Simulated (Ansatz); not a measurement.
# Si16As: the cost of one run

All numbers below are computed with Ansatz 0.2.0 (DFT LDA, plane waves, PAW, scalar-relativistic, collinear spin).

## Step 1: Starting point

The cell holds 17 atoms (AsSi16): a = 7.679 Å, b = 7.679 Å, c = 7.679 Å, α = 60.00°, β = 60.00°, γ = 60.00°.

The coordinates stand in the first input below.

## Step 2: Relaxing end A

Contents of input.yaml:

```yaml
crystal:
  lattice:
    - [0.0, 5.43, 5.43]
    - [5.43, 0.0, 5.43]
    - [5.43, 5.43, 0.0]
  atoms:
    - { symbol: Si, position: [0.0, 0.0, 0.0] }
    - { symbol: Si, position: [0.125, 0.125, 0.125] }
    - { symbol: Si, position: [0.0, 0.0, 0.5] }
    - { symbol: Si, position: [0.125, 0.125, 0.625] }
    - { symbol: Si, position: [0.0, 0.5, 0.0] }
    - { symbol: Si, position: [0.125, 0.625, 0.125] }
    - { symbol: Si, position: [0.0, 0.5, 0.5] }
    - { symbol: Si, position: [0.125, 0.625, 0.625] }
    - { symbol: Si, position: [0.5, 0.0, 0.0] }
    - { symbol: Si, position: [0.625, 0.125, 0.125] }
    - { symbol: Si, position: [0.5, 0.0, 0.5] }
    - { symbol: Si, position: [0.625, 0.125, 0.625] }
    - { symbol: Si, position: [0.5, 0.5, 0.0] }
    - { symbol: Si, position: [0.625, 0.625, 0.125] }
    - { symbol: Si, position: [0.5, 0.5, 0.5] }
    - { symbol: Si, position: [0.625, 0.625, 0.625] }
    - { symbol: As, position: [0.7387265, 0.7530877, 0.2594667], spin: 1.0 }
magnetization:
  spin_polarized: true
basis:
  ecutwfc: 420.0
kpoints:
  mp_grid: { grid: [2, 2, 2] }
hamiltonian:
  xc: lda
  pseudopotentials: { kind: paw, azcp: { folder: soft_1 } }
scf:
  occupations: { method: gaussian, width: 0.02 }
  lower_state_search: "off"
relax:
  f_tol: 0.03
  max_steps: 60
  adjacent_minimum: "off"
```

Run with:

```console
ansatz run input.yaml --threads 2 --pin off --max-ram 5120MiB --backend cpu --events-out ev --progress --plain --runs-dir out
```

**Question.** How long does this run take on 2 threads of Arm Neoverse V1, shared host, and how much memory does it need?

About 31 s, with a peak of 0.68 GiB.
